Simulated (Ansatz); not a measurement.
# C3H6BI: up Jacob's ladder to CCSD(T)

Aim: compute C3H6BI with functionals from several rungs and with coupled cluster, and see how far each lands from CCSD(T) at the basis-set limit for the atomisation energy.

Method: functionals in def2-TZVPP, the program's frozen cores in correlated methods; program: Ansatz 0.2.0, Gaussian basis.

Plan: PBE-D4, r2SCAN-D4, PBE0-D4, B3LYP-D4, ωB97X-V, ωB97M-V, B2PLYP; CCSD(T)/def2-TZVPP; MP2/def2-QZVPP; extrapolation to the limit.

### 1 The geometry

The geometry comes from an earlier relaxation with PBE0-D4 in a triple-zeta def2 set; it is a stationary point, not always the lowest conformer. I takes the def2 core potential; no spin-orbit term is included.

11 atoms, charge 0, spin multiplicity 1.

Atoms are counted from 1 here; the program's logs count them from 0.

Bond lengths: C1–C2 1.334 Å, C1–H6 1.085 Å, C1–H7 1.087 Å, C2–I3 2.108 Å, C2–B4 1.548 Å, B4–C5 1.548 Å, B4–H8 1.202 Å, C5–H9 1.102 Å, C5–H10 1.092 Å, C5–H11 1.092 Å. Angles: C2–C1–H6 124.1°, C2–C1–H7 118.5°, H6–C1–H7 117.4°, C1–C2–I3 118.3°, C1–C2–B4 121.7°, I3–C2–B4 120.1°, C2–B4–C5 125.7°, C2–B4–H8 113.8°, C5–B4–H8 120.5°, B4–C5–H9 105.8°, B4–C5–H10 114.6°, B4–C5–H11 113.4°, H9–C5–H10 106.3°, H9–C5–H11 105.7°, H10–C5–H11 110.3°.

Geometry (Å):

```
C    -1.4183    1.4229   -0.6709
C    -0.2934    0.8979   -0.1821
I     1.2624    2.2089    0.3707
B    -0.1113   -0.6313   -0.0250
C     1.1570   -1.3405    0.5081
H    -1.5814    2.4859   -0.8125
H    -2.2258    0.7511   -0.9495
H    -1.0877   -1.2682   -0.3192
H     0.9896   -1.4812    1.5885
H     2.0769   -0.7598    0.4138
H     1.2973   -2.3429    0.0986
```

### 2 PBE-D4 (GGA)

Contents of in.yaml:

```yaml
crystal:
  periodic: [false, false, false]
  atoms:
    - {symbol: C, position_ang: [-1.418271, 1.422906, -0.670885]}
    - {symbol: C, position_ang: [-0.293432, 0.897892, -0.182111]}
    - {symbol: I, position_ang: [1.262446, 2.208948, 0.370732]}
    - {symbol: B, position_ang: [-0.111263, -0.631343, -0.024951]}
    - {symbol: C, position_ang: [1.156968, -1.340458, 0.508123]}
    - {symbol: H, position_ang: [-1.581362, 2.485919, -0.812532]}
    - {symbol: H, position_ang: [-2.225765, 0.751148, -0.949464]}
    - {symbol: H, position_ang: [-1.087652, -1.268246, -0.319172]}
    - {symbol: H, position_ang: [0.989607, -1.481178, 1.588504]}
    - {symbol: H, position_ang: [2.076871, -0.759754, 0.413825]}
    - {symbol: H, position_ang: [1.297253, -2.342935, 0.098630]}
basis:
  gaussian: {orbitals: def2-TZVPP}
hamiltonian: {xc: pbe, dispersion: d4}
output: {forces: true, orbitals: {seedname: orbitals}}
```

The run is started by

```
ansatz run in.yaml --threads 4 --pin off --events-out ev --progress --plain --max-ram 10444MiB
```

The runs that follow: r2SCAN-D4 (meta-GGA); PBE0-D4 (hybrid); B3LYP-D4 (hybrid); ωB97X-V (range-separated); ωB97M-V (range-separated); B2PLYP (double hybrid); CCSD(T) in def2-TZVPP; MP2 in def2-QZVPP.

**Question.** What will the summary of the whole plan be? Wanted: atomisation energy, CCSD(T)/CBS; farthest; mean size of error, hybrid; mean size of error, range-separated; gap, smallest and largest; T1 diagnostic; triples share of the correlation energy.

**Answer**, as computed:

| quantity | value |
| --- | --- |
| atomisation energy, CCSD(T)/CBS | 4197.2 kJ/mol |
| functionals within 42.0 kJ/mol (1.0 %) | r2SCAN-D4, B3LYP-D4, ωB97X-V, ωB97M-V, B2PLYP |
| farthest | PBE-D4 (+112.1 kJ/mol) |
| mean size of error, hybrid | 31.6 kJ/mol |
| mean size of error, range-separated | 5.4 kJ/mol |
| gap, smallest and largest | 3.05 eV (PBE-D4), 9.44 eV (ωB97X-V) |
| T1 diagnostic | 0.0103 |
| triples share of the correlation energy | 3.5 % |

What this shows: PBE-D4 is off by +112.1 kJ/mol. Double hybrids carry the basis error of their MP2 part in triple zeta, and no dispersion term here, so their miss is partly the set-up's. Misses under about 42.0 kJ/mol are within the doubt on the reference itself, which lacks core-valence correlation, spin-orbit coupling and higher excitations, and its outer-core shells are covered unevenly. All levels share the lack of spin-orbit coupling, which lowers the free heavy atoms and so the true binding. Hartree-Fock recovers 75 % of the binding; the rest is correlation. Orbital gaps span 3.0 to 9.4 eV; exact exchange widens them. The restricted reference is unstable towards a spin-broken one. Correlated methods include outer-core shells of I, which these sets cover unevenly.
